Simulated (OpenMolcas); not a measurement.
**Cl: RASSCF and RASPT2 terms and fine-structure levels**

Wanted: the level scheme of Cl from active-space wave functions, then second-order correlation.

The numbers are computed with OpenMolcas 26.06 (state-averaged RASSCF and RASPT2, spin-orbit coupling by RASSI with atomic mean-field integrals), except any that are marked as measured or tabulated.

### 1 What is computed

```
Species                           : Cl (chlorine, Z = 17, 17 electrons)
Basis                             : ANO-RCC-VQZP [6s5p3d2f1g], 59 functions
Scalar Hamiltonian                : DKH2, point nucleus
Inactive shells                   : 1s 2s 2p
Active space                      : 7 electrons in 9 orbitals (RAS2 3s 3p; RAS3 3d, at most 2 electrons)
Some configurations of this space : 3s 3p6, 3s2 3p5
Orbitals                          : optimised for each spin and parity, averaged over the low roots
```

The outer shells:

3s 3p6
```
3s [↑ ]
3p [↑↓][↑↓][↑↓]
```

3s2 3p5
```
3s [↑↓]
3p [↑↓][↑↓][↑ ]
```

Each step is its own input file, run in one work folder so that later steps find the files of earlier ones. Labels, J, g values, rates, χT and fits are worked out afterwards by a script from the matrices that RASSI stores.

### 2 Basis and integrals

a.inp reads:

```
&GATEWAY
Coord
1

Cl 0.0 0.0 0.0
Basis=ANO-RCC-VQZP
Group=XYZ
NoMove
AngMom=0.0 0.0 0.0
AMFI
&SEWARD
```

Standard output:

```text
Basis set label: CL.ANO-RCC...6S5P3D2F1G.

      Electronic valence basis set:
      ------------------
      Associated Effective Charge  17.000000 au
      Associated Actual Charge     17.000000 au
      Nuclear Model: Point charge

      Shell  nPrim  nBasis  Cartesian Spherical Contaminant
         s      17       6        X
         p      12       5        X
         d       5       3                 X
         f       4       2                 X
         g       2       1                 X
                  Relativistic Douglas-Kroll-Hess integrals:
                    - DKH order of Hamiltonian: 2
                    - DKH order of Properties : 0
                  Atomic mean-field integrals
```

### 3 Start orbitals from a smaller active space

a.inp reads:

```
&RASSCF
FileOrb=start.orb
Symmetry=2
Spin=2
nActEl=7 0 0
Inactive=2 3
Ras2=1 3
CIRoot=3 3 1
SDav=3
CIMx=300
Iter=120 100
PrWF=0.3
OrbListing=Nothing
MaxOrb=0
Atom
>>> COPY $Project.JobIph JOBPRE
```

Its output is not shown; its orbitals start the next step.

### 4 Reference wave functions, doublets of odd parity, 3 roots

a.inp reads:

```
&RASSCF
FileOrb=start.orb
Symmetry=2
Spin=2
nActEl=7 0 2
Inactive=2 3
Ras2=1 3
Ras3=5 0
CIRoot=3 3 1
SDav=318
CIMx=300
Iter=120 100
PrWF=0.3
OrbListing=Nothing
MaxOrb=0
Thrs=2.0e-7 1.0e-1 5.0e-4
Atom
>>> COPY $Project.JobIph JOB001
```

Standard output, cut to the lines that bear on the results:

```text
[...]
      Number of active orbitals                  9
[...]
      Spin quantum number                      0.5
[...]
      Active orbitals                            6   3
[...]
      Number of CSFs                           318
      Number of root(s) required                 3
[...]
      Convergence after  4 iterations
[...]
      Natural orbitals and occupation numbers for root  1
      sym 1:   1.983862   0.016251   0.018221   0.018221   0.016251   0.015513
      sym 2:   1.966812   0.998058   1.966812
      Natural orbitals and occupation numbers for root  2
      sym 1:   1.983862   0.016251   0.016251   0.015513   0.018221   0.018221
      sym 2:   0.998058   1.966812   1.966812
      Natural orbitals and occupation numbers for root  3
      sym 1:   1.983862   0.018221   0.016251   0.015513   0.016251   0.018221
      sym 2:   1.966812   1.966812   0.998058
::    RASSCF root number  1 Total energy:   -460.99329926
::    RASSCF root number  2 Total energy:   -460.99329926
::    RASSCF root number  3 Total energy:   -460.99329926
```

### 5 RASSCF: doublets of even parity, 1 root

a.inp reads:

```
&RASSCF
FileOrb=start.orb
Symmetry=1
Spin=2
nActEl=7 0 2
Inactive=2 3
Ras2=1 3
Ras3=5 0
CIRoot=1 1 1
SDav=306
CIMx=300
Iter=120 100
PrWF=0.3
OrbListing=Nothing
MaxOrb=0
Thrs=2.0e-7 1.0e-1 5.0e-4
Atom
>>> COPY $Project.JobIph JOB002
```

Standard output:

```text
Wave function specifications:
      -----------------------------

      Number of closed shell electrons          10
      Number of electrons in active shells       7
      Max number of holes in RAS1 space          0
      Max nr of electrons in RAS3 space          2
      Number of inactive orbitals                5
      Number of active orbitals                  9
      Number of secondary orbitals              45
      Spin quantum number                      0.5
      State symmetry                             1
Orbital specifications:
      -----------------------

      Symmetry species                           1   2
                                                ag  au
      Frozen orbitals                            0   0
      Inactive orbitals                          2   3
      Active orbitals                            6   3
      RAS1 orbitals                              0   0
      RAS2 orbitals                              1   3
      RAS3 orbitals                              5   0
      Secondary orbitals                        22  23
      Deleted orbitals                           0   0
      Number of basis functions                 30  29
      Number of CSFs                           306
      Number of root(s) required                 1
      Iter CI   SX   CI       RASSCF       Energy    max ROT     max BLB   max BLB  Level Ln srch  Step   QN
          iter iter root      energy       change     param      element    value   shift minimum  type update
 Nr of preliminary CI iterations:   1
        1   1    2    1  -460.57516565    0.00E+00  -8.34E-08    2  10 1  2.32E-06   0.00   0.00    SX    NO
        2   1    2    1  -460.57516565   -9.66E-13   2.81E-08    2   9 1 -2.11E-07   0.00   0.00    SX    NO
        3   1    1    1  -460.57516565    4.55E-13   0.00E+00    5  13 2  4.26E-08   0.00   0.00    SX    NO
        4   1    1    1  -460.57516565   -2.27E-13   0.00E+00    5  13 2  4.26E-08   0.00   0.00    SX    NO
      Convergence after  4 iterations
        5   1    1    1  -460.57516565   -5.68E-14   0.00E+00    5  13 2  4.26E-08   0.00   0.00    SX    NO
      Natural orbitals and occupation numbers for root  1
      sym 1:   1.320441   0.075057   0.075057   0.075057   0.075057   0.075057
      sym 2:   1.768092   1.768092   1.768092
::    RASSCF root number  1 Total energy:   -460.57516565
```

### 6 State interaction with spin-orbit coupling

a.inp reads:

```
&RASSI
NrOfJobIphs=2 3 1
1 2 3
1
IphNames
JOB001
JOB002
EJob
SpinOrbit
DIPRint=1.0
SOCoupling=1000.0
Subsets=2
MEES
Property=10
'ANGMOM' 1 'ANGMOM' 2 'ANGMOM' 3 'MLTPL  1' 1 'MLTPL  1' 2 'MLTPL  1' 3
'AMFI' 1 'AMFI' 2 'AMFI' 3 'MLTPL  2' 6
SOProperty=3
'ANGMOM' 1 'ANGMOM' 2 'ANGMOM' 3
```

Standard output:

```text
SPIN-FREE ENERGIES:
  (Shifted by EMIN (a.u.) =       -460.9932992558)

 SF State       Relative EMIN(au)   Rel lowest level(eV)    D:o, cm**(-1)      L_eff

     1             0.0000000000        0.0000000000              0.0000         1.0
     2             0.0000000000        0.0000000000              0.0000         1.0
     3             0.0000000000        0.0000000000              0.0000         1.0
     4             0.4181336044       11.3779950110          91769.7187         0.0
     Dipole printing threshold changed to   1.00000000E+00

++ Dipole transition strengths (spin-free states):
   -----------------------------------------------
     for osc. strength at least  1.00000000E+00

  ( Max oscillator strength is only    1.4974371225394840E-002 )
--
Eigenvalues of complex Hamiltonian:
   -----------------------------------
  (Shifted by EMIN (a.u.) =       -460.9932992558)

 SO State       Relative EMIN(au)   Rel lowest level(eV)    D:o, cm**(-1)     J-value

     1            -0.0011924283        0.0000000000              0.0000         1.4
     2            -0.0011924283        0.0000000000              0.0000         1.4
     3            -0.0011924283        0.0000000000              0.0000         0.8
     4            -0.0011924283        0.0000000000              0.0000         0.8
     5             0.0023848566        0.0973428825            785.1233         0.4
     6             0.0023848566        0.0973428825            785.1233         0.4
     7             0.4181336044       11.4104426386          92031.4264         0.4
     8             0.4181336044       11.4104426386          92031.4264         0.4
Weights of the five most important spin-orbit-free states for each spin-orbit state.

 SO State  Total energy (au)           Spin-free states, spin, and weights
 -------------------------------------------------------------------------------------------------------
    1        -0.001192       3 0.5  0.6667    1 0.5  0.1667    2 0.5  0.1667    4 0.5  0.0000
    2        -0.001192       3 0.5  0.6667    1 0.5  0.1667    2 0.5  0.1667    4 0.5  0.0000
    3        -0.001192       2 0.5  0.5000    1 0.5  0.5000    3 0.5  0.0000    4 0.5  0.0000
    4        -0.001192       2 0.5  0.5000    1 0.5  0.5000    3 0.5  0.0000    4 0.5  0.0000
    5         0.002385       1 0.5  0.3333    2 0.5  0.3333    3 0.5  0.3333    4 0.5  0.0000
    6         0.002385       1 0.5  0.3333    3 0.5  0.3333    2 0.5  0.3333    4 0.5  0.0000
    7         0.418134       4 0.5  1.0000    3 0.5  0.0000    2 0.5  0.0000    1 0.5  0.0000
    8         0.418134       4 0.5  1.0000    3 0.5  0.0000    2 0.5  0.0000    1 0.5  0.0000
 -------------------------------------------------------------------------------------------------------
```

These steps took 15 s in all on 1 thread, shared host.

The roots that group into whole terms:

```
configuration  term  E (cm-1)
      3s2 3p5   2P*       0.0
       3s 3p6    2S     91770
```

Levels with spin-orbit coupling, from the RASSI matrices grouped by J:

| Configuration | Term | J | E (cm-1) | g | Leading % |
| --- | --- | --- | --- | --- | --- |
| 3s2 3p5 | 2P* | 3/2 | 0.0 | 1.334 | 100 |
| 3s2 3p5 | 2P* | 1/2 | 785 | 0.666 | 100 |
| 3s 3p6 | 2S | 1/2 | 92031 | 2.002 | 100 |

Orbitals of the lowest block:

```
shell     space  energy (hartree)  mean occupation  ⟨r²⟩ (bohr²)
   1s  inactive         -105.2424            2.000        0.0111
   2s  inactive          -10.6534            2.000         0.224
   2p  inactive           -8.0574            6.000         0.203
   3s      RAS2                              1.984          2.80
   3p      RAS2                              4.932          3.98
   3d      RAS3                              0.085          3.51
```

### 7 CASPT2: IPEA 0.25, imaginary shift 0.1 (closed shells correlated: 2s 2p)

a.inp reads:

```
>>> COPY JOB001 $Project.JobIph
&CASPT2
Multistate=3 1 2 3
Frozen=1 0
IPEA=0.25
Imaginary=0.1
MaxIter=60
WThr=0.0 0.3 0.05
PrWF=0.5
NoMix
>>> COPY JOB002 $Project.JobIph
&CASPT2
Multistate=1 1
Frozen=1 0
IPEA=0.25
Imaginary=0.1
MaxIter=60
WThr=0.0 0.3 0.05
PrWF=0.5
NoMix
```

Standard output:

```text
Orbital specifications:
      -----------------------

      Symmetry species                           1   2
                                                ag  au
      Frozen orbitals                            1   0
      Inactive orbitals                          1   3
      Active orbitals                            6   3
      Secondary orbitals                        22  23
      Deleted orbitals                           0   0
      Number of basis functions                 30  29
Type of calculation                        MS-CASPT2
      Fock operator                              state-specific
      IPEA shift                                 0.25
      Real shift                                 0.00
      Imaginary shift                            0.10
      The input orbitals will be transformed to quasi-canonical
Reference energy:        -460.9932992558
      E2 (Non-variational):      -0.1411985500
      Shift correction:          -0.0001102002
      E2 (Variational):          -0.1413087502
      Total energy:            -461.1346080060
      Residual norm:              0.0000001344
      Reference weight:           0.97192
      Contributions to the CASPT2 correlation energy
      Active & Virtual Only:         -0.0946652936
      One Inactive Excited:          -0.0170543364
      Two Inactive Excited:          -0.0294789200
Reference energy:        -460.9932992558
      E2 (Non-variational):      -0.1411983859
      Shift correction:          -0.0001103267
      E2 (Variational):          -0.1413087126
      Total energy:            -461.1346079684
      Residual norm:              0.0000001345
      Reference weight:           0.97192
      Contributions to the CASPT2 correlation energy
      Active & Virtual Only:         -0.0946650861
      One Inactive Excited:          -0.0170543797
      Two Inactive Excited:          -0.0294789201
::    CASPT2 Root  1     Total energy:   -461.13460801
::    CASPT2 Root  2     Total energy:   -461.13460797
::    CASPT2 Root  3     Total energy:   -461.13460730
::    MS-CASPT2 Root  1     Total energy:   -461.13460801
::    MS-CASPT2 Root  2     Total energy:   -461.13460797
::    MS-CASPT2 Root  3     Total energy:   -461.13460730
Orbital specifications:
      -----------------------

      Symmetry species                           1   2
                                                ag  au
      Frozen orbitals                            1   0
      Inactive orbitals                          1   3
      Active orbitals                            6   3
      Secondary orbitals                        22  23
      Deleted orbitals                           0   0
      Number of basis functions                 30  29
Type of calculation                        SS-CASPT2
      Fock operator                              state-specific
      IPEA shift                                 0.25
      Real shift                                 0.00
      Imaginary shift                            0.10
      The input orbitals will be transformed to quasi-canonical
Reference energy:        -460.5751656514
      E2 (Non-variational):      -0.1456631278
      Shift correction:          -0.0003562333
      E2 (Variational):          -0.1460193611
      Total energy:            -460.7211850125
      Residual norm:              0.0000001116
      Reference weight:           0.96329
      Contributions to the CASPT2 correlation energy
      Active & Virtual Only:         -0.0994453407
      One Inactive Excited:          -0.0166631605
      Two Inactive Excited:          -0.0295546266
::    CASPT2 Root  1     Total energy:   -460.72118501
```

This run: 3.9 s of run time, 1 thread, shared host.

SS-RASPT2: lowest energy less the reference's lowest, -0.1413 hartree; reference weights 0.963 to 0.972. These are the single-state energies of the run (the lines without MS-).

The roots that group into whole terms:

```csv
configuration,term,E (cm-1),spread (cm-1)
3s2 3p5,2P*,0.0,0
3s 3p6,2S,90740,0
```

Levels with spin-orbit coupling, from the RASSI matrix with the averaged CASPT2 term energies on its diagonal:

| Configuration | Term | J | E (cm-1) | g | Leading % |
| --- | --- | --- | --- | --- | --- |
| 3s2 3p5 | 2P* | 3/2 | 0.0 | 1.334 | 100 |
| 3s2 3p5 | 2P* | 1/2 | 785 | 0.666 | 100 |
| 3s 3p6 | 2S | 1/2 | 91000 | 2.002 | 100 |

The strongest lines between these levels (SS-RASPT2 energies, vacuum wavelengths; moments from the reference wave functions; branching within the model space):

```csv
upper,lower,type,λ (nm),A (s-1),branching %
3s 3p6 2S 1/2,3s2 3p5 2P* 3/2,E1,109.9,1.64e+08,67.2
3s 3p6 2S 1/2,3s2 3p5 2P* 1/2,E1,110.8,7.99e+07,32.8
3s2 3p5 2P* 1/2,3s2 3p5 2P* 3/2,M1,12740,8.74e-03,100.0
```

No electric-quadrupole rates were computed, so the branching of forbidden lines counts M1 decays alone.

### 8 The methods side by side

A. RASSCF
B. SS-RASPT2, IPEA 0.25, imaginary shift 0.1 (closed shells correlated: 2s 2p)

Energies in cm-1 above each method's lowest level; measured values from NIST Handbook of Basic Atomic Spectroscopic Data.

| level | A | B | measured |
| --- | --- | --- | --- |
| 3s2 3p5 2P* 3/2 | 0.0 | 0.0 | 0.0 |
| 3s2 3p5 2P* 1/2 | 785 | 785 | 882 |
| 3s 3p6 2S 1/2 | 92031 | 91000 | 85679 |

Mean absolute deviation from the 2 measured excited levels that all methods hold: A 3200 cm⁻¹, B 2700 cm⁻¹.

### 9 Outcome

```
                                                     quantity                                                                        value
                                                       method  SS-RASPT2, IPEA 0.25, imaginary shift 0.1 (closed shells correlated: 2s 2p)
                                                 lowest level                               3s2 3p5 2P* 3/2, 100 % of that term, g = 1.334
                                  ground level listed by NIST                                                                       2P°3/2
                                          first excited level                                                  3s2 3p5 2P* 1/2 at 785 cm-1
                                 lowest level of another term                                                  3s 3p6 2S 1/2 at 91000 cm-1
                      spin-orbit lowering of the lowest level                                                                     262 cm-1
strongest of the lines computed, by gA, at SS-RASPT2 energies                  3s 3p6 2S 1/2 → 3s2 3p5 2P* 3/2, 109.9 nm, A = 1.64e+08 s⁻¹
```

Cost and accuracy by method:

```csv
method,time of its own steps,time with the reference,mean absolute difference from the measured levels (cm-1)
A. RASSCF,15 s,15 s,3200
"B. SS-RASPT2, IPEA 0.25, imaginary shift 0.1, +2s 2p",3.9 s,19 s,2700
```

Times are of one thread on a shared host.

The multiplet 2P* is inverted. Method B lies closest to the measured levels (2700 cm⁻¹ on average) and A farthest (3200). Only the configurations of the active space and the roots asked for are present. Not all states of the active space went into the spin-orbit step. The levels of the extra active shells were not computed. Levels of other configurations are missing from the list.
